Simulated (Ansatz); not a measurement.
# Al2H3I (SMILES [AlH2][AlH][I]): single points off equilibrium

An exercise on one series of results from a longer session: the logs are not shown, and one member is left open.

The runs use Ansatz 0.2.0, Gaussian basis; single points in def2-TZVPP.

Correlated methods freeze the cores. Filled d shells of the heavier atoms are correlated. Core potentials replace the inner electrons past krypton, and spin-orbit coupling is left out.

## Starting geometry

SMILES `[AlH2][AlH][I]`, 6 atoms, charge 0, spin multiplicity 1.

Atoms are counted from 1 here; the program's logs count them from 0.

Bond lengths: Al1–Al2 2.596 Å, Al1–H4 1.772 Å, Al1–H5 1.639 Å, Al2–I3 2.346 Å, Al2–H6 1.629 Å. Angles: Al2–Al1–H4 98.3°, Al2–Al1–H5 133.9°, H4–Al1–H5 127.6°, Al1–Al2–I3 114.0°, Al1–Al2–H6 127.4°, I3–Al2–H6 118.5°.

Geometry (Å):

```
Al   -1.0175    0.4937   -0.7492
Al    0.9330   -0.1501    0.8380
I     1.2981   -2.4612    1.0115
H    -1.3717   -1.1202   -1.3893
H    -1.6934    1.9179   -1.1983
H     1.9246    0.8573    1.6479
```

Set-up of the first run:

Input file run/in.yaml:

```yaml
crystal:
  periodic: [false, false, false]
  atoms:
    - {symbol: Al, position_ang: [-1.017500, 0.493700, -0.749200]}
    - {symbol: Al, position_ang: [0.933000, -0.150100, 0.838000]}
    - {symbol: I, position_ang: [1.298100, -2.461200, 1.011500]}
    - {symbol: H, position_ang: [-1.371700, -1.120200, -1.389300]}
    - {symbol: H, position_ang: [-1.693400, 1.917900, -1.198300]}
    - {symbol: H, position_ang: [1.924600, 0.857300, 1.647900]}
basis:
  gaussian: {orbitals: def2-TZVPP}
correlation: {method: ccsd_t}
output: {forces: true}
```

No record of the launch command was kept for these runs.

Among the steps run: CCSD(T)/def2-TZVPP; PBE0-D4/def2-TZVPP; wB97M-V/def2-TZVPP; r2SCAN-D4/def2-TZVPP; PBE-D4/def2-TZVPP; revPBE-D4/def2-TZVPP; BLYP-D4/def2-TZVPP.

One table of the session follows, with a row left open; its other results are not shown here.

| method | RMS force component (eV/Å) | angle to CCSD(T) forces (°) | dipole (D) |
| --- | --- | --- | --- |
| CCSD(T) | 0.924 | reference | 1.10 |
| PBE0-D4 | ? | ? | ? |
| wB97M-V | 0.923 | 3.2 | 1.25 |
| r2SCAN-D4 | 0.904 | 1.4 | 1.00 |
| PBE-D4 | 0.890 | 6.0 | 0.90 |
| revPBE-D4 | 0.910 | 7.4 | 0.88 |
| BLYP-D4 | 0.952 | 6.0 | 0.96 |

**Question.** Estimate the row for PBE0-D4.

**Answer.** RMS force component (eV/Å): 0.895; angle to CCSD(T) forces (°): 1.7; dipole (D): 1.09. In the column «RMS force component (eV/Å)» it lies between PBE-D4 (0.890) and r2SCAN-D4 (0.904).
